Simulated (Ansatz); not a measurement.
A nudged elastic band was laid between two geometries of a periodic cell of 17 atoms, CuSi₁₆ (host Si, host structure diamond, interstitial Cu), cell charge +1.

Theory: Ansatz, DFT PBE, scalar-relativistic, plane waves, PAW. Settings: PAW set soft_1, cutoff 420 eV, k mesh 2x2x2, gaussian smearing 0.05 eV, no spin polarisation.

```yaml
movable_images: 5
climbing_image: yes
spring: 5.0 eV/Å²
optimiser: quadratic models (default)
start_path: IDPP
force_threshold: 0.03 eV/Å
iteration_limit: 33
end_points: relaxed
```

Image 0:

```xyz
17
Lattice="0.0000 5.4300 5.4300 5.4300 0.0000 5.4300 5.4300 5.4300 0.0000" Properties=species:S:1:pos:R:3
Si -0.061 -0.030 -0.061
Si 1.311 1.293 1.311
Si 2.657 2.713 -0.004
Si 4.069 4.116 1.398
Si 2.666 -0.046 2.666
Si 4.018 1.306 4.018
Si 5.369 2.656 2.680
Si 6.742 4.026 4.005
Si -0.004 2.713 2.658
Si 1.398 4.115 4.069
Si 2.853 5.570 2.853
Si 4.199 6.912 4.199
Si 2.681 2.656 5.369
Si 4.005 4.026 6.742
Si 5.427 5.370 5.428
Si 6.828 6.784 6.828
Cu 6.941 4.222 6.941
```

Image 6:

```xyz
17
Lattice="0.0000 5.4300 5.4300 5.4300 0.0000 5.4300 5.4300 5.4300 0.0000" Properties=species:S:1:pos:R:3
Si 0.143 -0.069 -0.142
Si 1.270 1.317 1.342
Si 2.678 2.786 -0.011
Si 4.144 4.189 1.289
Si 2.646 -0.018 2.786
Si 4.090 1.318 4.162
Si 5.444 2.787 2.754
Si 6.674 4.154 4.188
Si -0.062 2.689 2.699
Si 1.458 3.954 3.974
Si 2.750 5.467 2.683
Si 4.014 6.820 4.110
Si 2.733 2.689 5.495
Si 4.014 4.101 6.849
Si 5.338 5.513 5.524
Si 6.752 6.820 6.849
Cu 8.447 2.463 7.845
```

Q: What changes between the two ends?

A: Contacts lost: Si15–Cu17, Si16–Cu17. Contacts made: Si5–Cu17, Si6–Cu17, Si7–Cu17. The atom that moves furthest is Cu17, by 2.49 Å.

Q: What energy profile does the band end with?

A: The forces met the threshold. The highest image is number 2 of 0 to 6, 0.042 eV above the first end and 0.047 eV above the last; the last end lies 0.004 eV below the first. A structure lower than the first end lies on the path between it and the top, so the climb from that side starts below the end, which may itself be a saddle point or a shallow side well. By the program's own check the climbing image is a first-order saddle point (lowest curvatures found: -0.49 and 0.98 eV/Å²). Limits of this set-up: coarse k mesh, charged cell in a uniform background, uncorrected.

```csv
image,path coordinate (Å),energy (eV),Si15–Cu17 (Å),Si16–Cu17 (Å),Si5–Cu17 (Å)
0,0.00,0.000,2.43,2.57,4.57
1,0.65,-0.004,2.67,3.04,4.03
2,1.29,0.042,3.30,3.51,3.52
3,1.78,0.004,3.83,3.88,3.19
4,2.26,0.001,4.30,4.16,3.03
5,2.74,0.002,4.46,4.24,2.83
6,3.22,-0.004,4.06,4.01,2.54
```

Q: What is the geometry of the highest image?

A: 
```xyz
17
Lattice="0.0000 5.4300 5.4300 5.4300 0.0000 5.4300 5.4300 5.4300 0.0000" Properties=species:S:1:pos:R:3:forces:R:3
Si -0.138 0.138 -0.182 0.01 0.00 0.00
Si 1.264 1.286 1.296 -0.01 0.00 0.00
Si 2.748 2.683 -0.076 0.01 0.00 0.00
Si 4.146 4.169 1.298 0.00 0.00 0.00
Si 2.665 0.009 2.647 0.00 0.00 0.00
Si 3.926 1.506 3.942 0.00 0.00 0.00
Si 5.423 2.767 2.648 0.00 0.00 0.00
Si 6.824 4.038 4.029 0.00 0.00 0.00
Si -0.096 2.646 2.748 0.00 0.00 0.00
Si 1.302 4.132 4.121 0.00 -0.01 0.00
Si 2.787 5.529 2.750 0.00 0.00 0.00
Si 4.188 6.676 4.229 0.00 0.00 0.00
Si 2.656 2.777 5.445 0.00 0.00 0.00
Si 4.057 4.047 6.827 0.00 0.00 0.00
Si 5.556 5.308 5.533 0.00 0.00 0.00
Si 6.816 6.806 6.828 0.00 0.00 0.00
Cu 7.451 3.410 7.449 0.00 0.01 0.00
```

Time of the run: 8.1 min on 1 thread of Arm Neoverse V2 (shared host), peak memory 0.87 GiB.
